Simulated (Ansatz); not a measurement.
**Cl2FHMoOS: one species, many methods**

An exercise on one series of results from a longer session: the logs are not shown, and one member is left open.

Method: functionals in def2-TZVPP, the program's frozen cores in correlated methods; program: Ansatz 0.2.0, Gaussian basis.

Levels to be run: LDA (SPW92), PBE-D4, revPBE-D4, BLYP-D4, r2SCAN-D4, B97M-V, PBE0-D4, B3LYP-D4, r2SCANh-D4, r2SCAN0-D4, HSE06-D4, BHLYP-D4, CAM-B3LYP-D4, LC-ωPBE, ωB97X-V, ωB97M-V, B2PLYP, PBE-QIDH; CCSD(T)/def2-SVP; CCSD(T)/def2-TZVPP; MP2/def2-QZVPP; extrapolation to the limit; RPA on PBE.

## The relaxed structure

All runs share one geometry, relaxed beforehand with PBE0-D4 in a triple-zeta def2 set. Mo takes the def2 core potential; no spin-orbit term is included.

SMILES `[OH][Mo]([F])(=[S])([Cl])[Cl]`, 7 atoms, charge 0, spin multiplicity 1.

Atoms are counted from 1 here; the program's logs count them from 0.

Bond lengths: O1–Mo2 1.854 Å, O1–H7 0.964 Å, Mo2–F3 1.860 Å, Mo2–S4 2.063 Å, Mo2–Cl5 2.286 Å, Mo2–Cl6 2.282 Å. Angles: Mo2–O1–H7 124.9°, O1–Mo2–F3 86.2°, O1–Mo2–S4 104.0°, O1–Mo2–Cl5 88.3°, O1–Mo2–Cl6 152.1°, F3–Mo2–S4 107.9°, F3–Mo2–Cl5 146.9°, F3–Mo2–Cl6 83.4°, S4–Mo2–Cl5 105.2°, S4–Mo2–Cl6 103.7°, Cl5–Mo2–Cl6 86.5°.

The first run:

in.yaml reads:

```yaml
crystal:
  periodic: [false, false, false]
  atoms:
    - {symbol: O, position_ang: [0.812041, -0.167292, -1.363613]}
    - {symbol: Mo, position_ang: [-0.095280, -0.152320, 0.252725]}
    - {symbol: F, position_ang: [-1.618819, -0.543637, -0.739334]}
    - {symbol: S, position_ang: [0.515764, -1.887447, 1.185416]}
    - {symbol: Cl, position_ang: [1.357031, 1.458065, 0.975596]}
    - {symbol: Cl, position_ang: [-1.599974, 0.747355, 1.713525]}
    - {symbol: H, position_ang: [0.690437, 0.477378, -2.069914]}
basis:
  gaussian: {orbitals: def2-TZVPP}
hamiltonian: {xc: lda}
output: {orbitals: {seedname: orbitals}}
```

Started as:

```sh
ansatz run in.yaml --threads 4 --pin off --events-out ev --progress --plain --max-ram 11315MiB
```

Among the steps run: LDA; PBE-D4 (GGA); revPBE-D4 (GGA); BLYP-D4 (GGA); r2SCAN-D4 (meta-GGA); B97M-V (meta-GGA); PBE0-D4 (hybrid); B3LYP-D4 (hybrid); r2SCANh-D4 (hybrid); r2SCAN0-D4 (hybrid); HSE06-D4 (hybrid); BHLYP-D4 (hybrid); CAM-B3LYP-D4 (range-separated); LC-ωPBE (range-separated); ωB97X-V (range-separated); ωB97M-V (range-separated); B2PLYP (double hybrid); PBE-QIDH (double hybrid).

One of the session's tables, all rows but one given; the rest of the session is left out.

It belongs to the step «Frontier levels by functional». 

| functional | HOMO (eV) | LUMO (eV) | gap (eV) |
| --- | --- | --- | --- |
| LDA (SPW92) | -7.50 | -5.15 | 2.34 |
| PBE-D4 | -7.33 | -4.95 | 2.39 |
| revPBE-D4 | -7.28 | -4.87 | 2.41 |
| BLYP-D4 | -7.16 | -4.82 | 2.35 |
| r2SCAN-D4 | -7.68 | -5.02 | 2.66 |
| B97M-V | -7.76 | -5.01 | 2.75 |
| PBE0-D4 | -8.65 | -4.31 | 4.34 |
| B3LYP-D4 | -8.38 | -4.48 | 3.90 |
| r2SCANh-D4 | ? | ? | ? |
| r2SCAN0-D4 | -8.88 | -4.33 | 4.54 |
| HSE06-D4 | -8.25 | -4.68 | 3.57 |
| BHLYP-D4 | -9.79 | -3.43 | 6.36 |
| CAM-B3LYP-D4 | -9.91 | -3.25 | 6.66 |
| LC-ωPBE | -11.25 | -2.19 | 9.06 |
| ωB97X-V | -10.90 | -2.23 | 8.67 |
| ωB97M-V | -10.74 | -2.20 | 8.54 |

Estimate the missing values for r2SCANh-D4.

Worked estimate for «HOMO (eV)». Against the share of exact exchange, r2SCAN-D4 (0, -7.68), r2SCAN0-D4 (0.25, -8.88) give a slope of -4.80 per unit share; at 0.1 the line stands at -8.16.

As computed: HOMO (eV): -8.16; LUMO (eV): -4.76; gap (eV): 3.41. In «HOMO (eV)» the line misses by 0.00.
